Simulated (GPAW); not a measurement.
# BiS (R-3m) in GPAW: single point with PBE

Aim: the single point of BiS with PBE.

Everything below comes from runs of GPAW 26.7.0. Logs are shortened: lines on timing, memory, paths and dates and some standing lists are left out, and cuts for length are marked. The log counts tension as positive stress, the text compression.

## 1. The cell of the first run

Symmetry: R-3m, No. 166, trigonal system. The conventional cell has a = 4.303 Å, b = 4.303 Å, c = 10.501 Å, α = 90.00°, β = 90.00°, γ = 120.00°. Around Bi (site symmetry -3m) lie 6 S at 3.04 Å. Around S (site symmetry -3m) lie 6 Bi at 3.04 Å.

The cell was built by a generator and needn't be a form met in nature.

## 2. Single point, PBE (strain = 0.02)

Input file run.py:

```python
from ase.dft.bandgap import bandgap
from ase.io import read, write
from ase.units import GPa
from gpaw import GPAW, PW

atoms = read('POSCAR')

calc = GPAW(mode=PW(600),
            xc='PBE',
            kpts={'size': (8, 8, 8), 'gamma': True},
            occupations={'name': 'fermi-dirac', 'width': 0.05},
            nbands=20,
            convergence={'density': 1e-05, 'energy': 1e-05},
            maxiter=150,
            txt='gpaw.txt')
atoms.calc = calc
energy = atoms.get_potential_energy()
forces = atoms.get_forces()
stress = atoms.get_stress()
calc.write('gs.gpw')
write('result.traj', atoms)
print(f'Energy: {energy:.6f} eV')
print('Forces (eV/A):')
print(forces.round(4))
print('Stress (GPa):', (stress / GPa).round(3))
print('Fermi level:', round(calc.get_fermi_level(), 4), 'eV')
print(f'Gap: {bandgap(calc)[0]:.4f} eV, direct: {bandgap(calc, direct=True)[0]:.4f} eV')
```

Input file POSCAR:

```
BiS
1.0
    2.1514562874      1.2421438620      3.5004874800
   -2.1514562874      1.2421438620      3.5004874800
    0.0000000000     -2.4842877342      3.5004874800
Bi S
1 1
Direct
    0.0000000000      0.0000000000      0.0000000000
    0.5000000000      0.5000000000      0.5000000000
```

Potentials or basis: GPAW PAW data sets (gpaw-data 1.2.1), pw.

Command:

```
> OMP_NUM_THREADS=1 python run.py
```

gpaw.txt:

```text
__  _  _
 | _ |_)|_||  |
 |__||  | ||/\| - 26.7.0

Input parameters:
  mode=PW(ecut=600.0),
  convergence={'density': 1e-05, 'energy': 1e-05},
  kpts=MonkhorstPack(size=(8, 8, 8), gamma=True),
  maxiter=150,
  nbands=20,
  occupations=Occupations(name='fermi-dirac', width=0.05),
  xc=XC(name='PBE')

Diagonalizing LCAO Hamiltonian
Converting LCAO to pw mode

       S

       Bi

Atoms  # Å, Bohr magnetons
|   | symbol |        x |         y |        z |    initial magnetic moments |
|---|--------|----------|-----------|----------|-----------------------------|
| 0 |     Bi | 0.000000 |  0.000000 | 0.000000 | ( 0.0000,  0.0000,  0.0000) |
| 1 |      S | 0.000000 | -0.000000 | 5.250731 | ( 0.0000,  0.0000,  0.0000) |

Unit cell  # Å
| periodic |         x |         y |        z |  lengths |    angles |
|----------|-----------|-----------|----------|----------|-----------|
|      yes |  2.151456 |  1.242144 | 3.500487 | 4.292447 | 60.161377 |
|      yes | -2.151456 |  1.242144 | 3.500487 | 4.292447 | 60.161377 |
|      yes |  0.000000 | -2.484288 | 3.500487 | 4.292447 | 60.161377 |

Number of symmetries: 4
Symmetry operations  # r_c * U_cc + t_c -> r_c
|   | kind |            matrix            |
|---|------|------------------------------|
| 0 |  E   |  1, 0, 0,  0, 1, 0,  0, 0, 1 |
| 1 |  σ   |  0, 1, 0,  1, 0, 0,  0, 0, 1 |
| 2 |  C2  |  0,-1, 0, -1, 0, 0,  0, 0,-1 |
| 3 |  i   | -1, 0, 0,  0,-1, 0,  0, 0,-1 |

BZ-sampling:
  Number of BZ points: 512
  Number of IBZ points: 150

  Monkhorst-Pack size: [8, 8, 8]
  Monkhorst-Pack shift: [0.0625, 0.0625, 0.0625]

K-points  # in reciprocal-cell coordinates
|     |                                coordinates |     weight |
|-----|--------------------------------------------|------------|
|   0 | (  0.00000000,   0.00000000,   0.00000000) | 0.00195312 |
|   1 | (  0.00000000,   0.00000000,   0.12500000) | 0.00390625 |
|   2 | (  0.00000000,   0.00000000,   0.25000000) | 0.00390625 |
|   3 | (  0.00000000,   0.00000000,   0.37500000) | 0.00390625 |
|   4 | (  0.00000000,   0.00000000,   0.50000000) | 0.00195312 |
|   5 | (  0.12500000,  -0.12500000,   0.00000000) | 0.00390625 |
|   6 | (  0.12500000,  -0.12500000,   0.12500000) | 0.00781250 |
|   7 | (  0.12500000,  -0.12500000,   0.25000000) | 0.00781250 |
|   8 | (  0.12500000,  -0.12500000,   0.37500000) | 0.00781250 |
|   9 | (  0.12500000,  -0.12500000,   0.50000000) | 0.00390625 |
| ... |                                            |            |
| 149 | (  0.50000000,   0.50000000,   0.50000000) | 0.00195312 |

Plane wave coefficients: 1892
Cutoff: 600.0 eV

Spin-components: 1 (collinear spins)
Bands:           20
Projectors:      11
Spin-degeneracy: 2
Datatype:        complex128

Parallelization:
  kpt:    1
  domain: 1
  band:   1

Density:
  Valence electrons: 21.0
  Components: 1
  Grid points: [25 25 25]
  Charge: 0.0  # |e|

Potential:
  Grid points: [25 25 25]

species:
  Bi:
    name:    Bismuth
    Z:       83.0
    valence: 15
    core:    68
    charge:  0.0  # [|e|]
    compensation charges:
      type: gauss
      rc: 0.38  # [Å]
      lmax: 2
    cutoffs:
      filter: 2.23  # [Å]
      core: 2.33  # [Å]
    projectors
    | kind |    occ | energy [eV] | rcut [Å] |
    |------|--------|-------------|----------|
    |   6s |  2.000 |     -14.385 |    1.286 |
    |   6p |  3.000 |      -4.580 |    1.275 |
    |   5d | 10.000 |     -27.119 |    1.349 |
    |    s |        |      12.827 |    1.286 |
    |    p |        |      22.631 |    1.275 |
    |    d |        |       0.093 |    1.349 |

    Using partial waves for Bi as LCAO basis

  S:
    name:    Sulfur
    Z:       16.0
    valence: 6
    core:    10
    charge:  0.0  # [|e|]
    compensation charges:
      type: gauss
      rc: 0.24  # [Å]
      lmax: 2
    cutoffs:
      filter: 1.77  # [Å]
      core: 1.66  # [Å]
    projectors
    | kind |    occ | energy [eV] | rcut [Å] |
    |------|--------|-------------|----------|
    |   3s |  2.000 |     -17.254 |    0.974 |
    |   3p |  4.000 |      -7.008 |    0.979 |
    |    s |        |       9.957 |    0.974 |
    |    p |        |      20.203 |    0.979 |
    |    d |        |       0.000 |    0.900 |

    Using partial waves for S as LCAO basis

Reference energy: -595706.002850  # eV

eigensolver:
  PPCG
  Converge bands: occupied
  niter=2

density mixing:
  MSR1-Mixer
  Pratt-step length: 0.05
  Maximum mixing coefficient: 0.75
  Old densities: 10
  SVD Regularization: 0.005
  Good broyden scale: 1.0
  Trust region scale: 1.0
  Backstep threshold: 4.0
  History deletion threshold: 6.0
  Fourier metric: weight=20.0, sigma=0.015

occupation numbers:
  Fermi-Dirac:
    width: 0.0500  # eV

poisson solver:
  ecut: 4800.0  # eV

xc functional:
  name: PBE with 2 nearest neighbor stencil

convergence criteria:
- Maximum integral of absolute [dens]ity change: 1e-05 electrons / valence electron
- Maximum [total energy] change in last 3 cyles: 1e-05 eV / valence electron
- Maximum integral of absolute [eigenst]ate change: 4e-08 eV^2 / valence electron
maximum number of iterations: 150

SCF iterations
|iter     | |      energy | eigst |  dens |
|---------|-|-------------|-------|-------|
|iter:   1| |   -9.211290 | -0.41 |       |
|iter:   2| |   -9.116103 | -2.44 | -1.20 |
|iter:   3| |   -8.868748 | -2.41 | -1.26 |
|iter:   4| |   -8.869213 | -3.63 | -1.85 |
|iter:   5| |   -8.870178 | -4.06 | -2.13 |
|iter:   6| |   -8.870222 | -5.44 | -3.21 |
|iter:   7| |   -8.870237c| -5.75 | -3.62 |
|iter:   8| |   -8.870237c| -7.45c| -4.49 |
|iter:   9| |   -8.870237c| -7.75c| -4.98 |
|iter:  10| |   -8.870237c| -8.56c| -6.01c|

Converged in 10 steps
Energy contributions relative to reference atoms: (reference = -595706.002850)

Energy contributions:
  Kinetic:          17.066432
  Coulomb:         -17.286679
  Zero:             -1.380568
  External:          0.000000
  Xc:               -7.262501
  Entropy:          -0.013842
  Spinorbit:         0.000000
  ----------------------------
  Free energy:      -8.877158
  Extrapolated:     -8.870237

dipole moment: (0.000000, 0.000000, -40.883635)  # |e|*Ang

Fermi level: 6.235
Eigenvalues  # (at kpt = [0.000, 0.000, 0.000])
| band index |      eig [eV] | occ [0-2] |
|------------|---------------|-----------|
|          0 |       -17.510 |     2.000 |
|        ... |               |           |
|          2 |       -17.509 |     2.000 |
|          3 |       -17.503 |     2.000 |
|          4 |       -17.503 |     2.000 |
|          5 |        -8.296 |     2.000 |
|          6 |        -2.692 |     2.000 |
|          7 |         3.098 |     2.000 |
[... 8 lines left out ...]
|         16 |        13.078 |     0.000 |
|         17 |        13.692 |     0.000 |
|        ... |               |           |
|         19 |        13.967 |     0.000 |

No gap
No difference between direct/indirect transitions

Forces  # eV/Ang
|       x |       y |       z |
|---------|---------|---------|
| 0.00000 | 0.00000 | 0.00000 |  # Bi   0
| 0.00000 | 0.00000 | 0.00000 |  # S    1

Stress tensor  # eV/Ang^3
|        x |         y |         z |
|----------|-----------|-----------|
| 0.021075 |  0.000000 |  0.000000 |
| 0.000000 |  0.021069 | -0.000004 |
| 0.000000 | -0.000004 |  0.021687 |

# Writing to gs.gpw (mode='')
```

Run time: 71 s. Hardware: 1 thread of Arm Neoverse V2, shared host; peak memory 0.29 GiB.

What came out:

- Free energy: -8.8772 eV
- Pressure: -3.4 GPa
- Band gap on the k mesh: none (metal or under the smearing width)

Caveat: the density grid can change from cell to cell, which puts small steps into energies and stress; spin-orbit coupling is left out, which moves the levels of the heavy elements.
